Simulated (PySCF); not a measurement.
# The bond of RbC+, level by level

An exercise on one series of results from a longer session: the logs are not shown, and one member is left open.

The runs use PySCF 2.14.0; Rb def2-SVP with ECP28, C def2-SVP, scalar-relativistic core potentials.

The first run:

Settings of the job:

| Quantity | Value |
| --- | --- |
| atoms | Rb, C |
| charge | 1 |
| basis | Rb def2-SVP with ECP28, C def2-SVP |
| Hamiltonian | scalar-relativistic core potentials |
| basis functions | 38 |
| electrons treated | 14 |
| masses in u | 84.9118, 12.0000 |
| levels | PBE0, PBE, r²SCAN, BHandHLYP, MN15, BLYP, HF, MP2, SCS-MP2, CCSD, CCSD(T) |
| grid | 80 radial by 434 angular points |
| occupations | held fixed by the projection of orbital angular momentum |
| dissociation limit | Rb+ + C, each in its ground configuration |
| starting distance in angstrom | 2.870 |
| values of 2S to try | 0, 2 |

Launch:

```sh
$ OMP_NUM_THREADS=1 python dia.py task.json out
```

Among the steps run: Input; The PBE0 curve of the state that the search chose; Higher solutions at PBE0; PBE (GGA); r²SCAN (meta-GGA); BHandHLYP (global hybrid GGA); MN15 (hybrid meta-GGA); BLYP; UHF (mean field); Adding correlation.

One table of the session follows, with a row left open; its other results are not shown here.

```
      level  Re (Å)  ωe (cm⁻¹)  De (eV)
        UHF   3.544       90.1    0.119
    UHF-MP2   3.439      101.6    0.144
UHF-SCS-MP2   3.456       99.4    0.138
   UHF-CCSD   3.442      101.0    0.143
UHF-CCSD(T)   3.437      101.8    0.146
        PBE       ?          ?        ?
       BLYP   3.440      101.5    0.172
     r²SCAN   3.419      103.5    0.154
       PBE0   3.395      106.1    0.166
       MN15   3.367      113.9    0.182
  BHandHLYP   3.394      106.4    0.152
```

**Question.** Estimate the row for PBE.

The run gave: Re (Å): 3.392; ωe (cm⁻¹): 108.4; De (eV): 0.189. In the column «Re (Å)» it lies between MN15 (3.367) and BHandHLYP (3.394).

De is counted to Rb+ + C in their ground configurations.

To keep in mind: The bond is weak, and basis-set superposition, which was not computed, may be a sizeable part of it.
